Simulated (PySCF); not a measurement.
# CH3BFN (SMILES BN=CF): a first try and a second

Aim: energy and gradient of CH3BFN at HF-D3(0)/ANO-R1 (SS(V)PE water).

The results are computed with PySCF 2.14.0.

1 further run of the same task is left out (set aside as unsound or not needed).

### Step 1. Starting point

The species is CH3BFN (7 atoms), meant as a singlet with charge 0. As SMILES, `BN=CF`. The coordinates come from a PBE0-D4/def2-TZVP relaxation.

Bond lengths: B1–N2 1.364 Å, N2–C3 1.223 Å, C3–F4 1.339 Å, B1–H5 1.196 Å, B1–H6 1.196 Å, C3–H7 1.088 Å. Angles: B1–N2–C3 178.6°, N2–C3–F4 122.5°, N2–B1–H5 118.8°, N2–B1–H6 118.8°, N2–C3–H7 126.7°, F4–C3–H7 110.8°, H5–B1–H6 122.5°.

### Step 2. The input as first written

job.py

```python
# BN=CF
from pyscf import gto, solvent

mol = gto.M(
    atom='''
B       -0.480500       1.089800       0.570900
N        0.018600      -0.008400      -0.066500
C        0.466800      -1.006900      -0.611700
F        0.739900      -2.132000       0.060700
H        0.284400       1.897100       1.009900
H       -1.666300       1.214200       0.659800
H        0.698200      -1.122000      -1.669000
''',
    spin=0,
    max_memory=1860,
    verbose=3,
    basis='ano-r1',
    charge=0,
)

hf = mol.RHF()
hf = hf.PCM()
hf.with_solvent.method = 'SS(V)PE'
hf.with_solvent.eps = 78.3553  # water
hf.disp = 'd3zero'
hf.max_cycle = 3
hf.kernel()

etot = hf.e_tot
print('E = %.10f Eh' % etot)
grad = hf.nuc_grad_method().kernel()
hf.analyze()
```

On the command line:

```sh
$ OMP_NUM_THREADS=1 python job.py
```

What it wrote:

```text
WARN: PCM is an experimental feature. It is still in testing.
Features and APIs may be changed in the future.

SCF not converged.
[... 19 lines left out ...]
MO #7   energy= -0.921263256835606 occ= 2
[... 7 lines left out ...]
MO #15  energy= -0.430091117051959 occ= 2
[... 7 lines left out ...]
MO #23  energy= 0.379505971507769  occ= 0
[... 7 lines left out ...]
MO #31  energy= 0.702795330763158  occ= 0
[... 7 lines left out ...]
MO #39  energy= 1.15704594975187   occ= 0
[... 7 lines left out ...]
MO #47  energy= 1.58160439659191   occ= 0
[... 7 lines left out ...]
MO #55  energy= 2.08141073263977   occ= 0
[... 7 lines left out ...]
MO #63  energy= 3.09400595213441   occ= 0
[... 7 lines left out ...]
MO #71  energy= 4.12956051865723   occ= 0
[... 8 lines left out ...]
Dipole moment(X, Y, Z, Debye):  0.51819, -0.33944, -2.21296
```

It took 38 s on 1 thread of Intel Xeon 6975P-C (Granite Rapids), shared host; peak memory 0.41 GiB.

### Step 3. What went wrong

The run stopped without converging.

The log says `SCF not converged.`. The cause is that the iteration cap is too low for convergence. To mend it: iteration cap at its default in place of 3.

### Step 4. Try two

input.py

```python
import pyscf.grad
from pyscf import gto, solvent

mol = gto.M(
    atom='''
B     -0.480500     1.089800     0.570900
N      0.018600    -0.008400    -0.066500
C      0.466800    -1.006900    -0.611700
F      0.739900    -2.132000     0.060700
H      0.284400     1.897100     1.009900
H     -1.666300     1.214200     0.659800
H      0.698200    -1.122000    -1.669000
''',
    max_memory=1860,
    basis='ano-r1',
    spin=0,
    verbose=3,
)

hf = mol.RHF()
hf = hf.PCM()
hf.with_solvent.method = 'SS(V)PE'
hf.with_solvent.eps = 78.3553  # water
hf.disp = 'd3zero'
hf.kernel()

etot = hf.e_tot
print('E = %.10f Eh' % etot)
grad = hf.Gradients().kernel()
hf.analyze()
```

On the command line:

```sh
$ OMP_NUM_THREADS=1 python input.py
```

What it wrote:

```text
WARN: PCM is an experimental feature. It is still in testing.
Features and APIs may be changed in the future.

[... 19 lines left out ...]
MO #7   energy= -0.909725148402882 occ= 2
[... 7 lines left out ...]
MO #15  energy= -0.425842606624807 occ= 2
[... 7 lines left out ...]
MO #23  energy= 0.383940184303141  occ= 0
[... 7 lines left out ...]
MO #31  energy= 0.708959957268354  occ= 0
[... 7 lines left out ...]
MO #39  energy= 1.16547702121215   occ= 0
[... 7 lines left out ...]
MO #47  energy= 1.5888459899797    occ= 0
[... 7 lines left out ...]
MO #55  energy= 2.08953990539201   occ= 0
[... 7 lines left out ...]
MO #63  energy= 3.10499880678662   occ= 0
[... 7 lines left out ...]
MO #71  energy= 4.14162149349132   occ= 0
[... 8 lines left out ...]
Dipole moment(X, Y, Z, Debye):  0.45449, -0.21563, -2.09976
```

Wall time 48 s (1 thread of Intel Xeon 6975P-C (Granite Rapids), shared host); peak memory 0.41 GiB.

### Step 5. Summary of results

At HF-D3(0)/ANO-R1 (SS(V)PE water):

| quantity | value |
| --- | --- |
| total energy | -218.25126 Eh |
| dipole moment | 2.16 D |
| HOMO energy | -11.59 eV |
| LUMO energy | 3.21 eV |
| HOMO–LUMO gap | 14.79 eV |
| dispersion energy | -5.32 kJ/mol |
| solvent term in the energy | -13.1 kJ/mol |
| largest force on an atom | 1.984 eV/Å |

The largest force is 1.98 eV/Å: the shape isn't a stationary point for this species at this level. The basis was made for a relativistic Hamiltonian, but the run is non-relativistic.
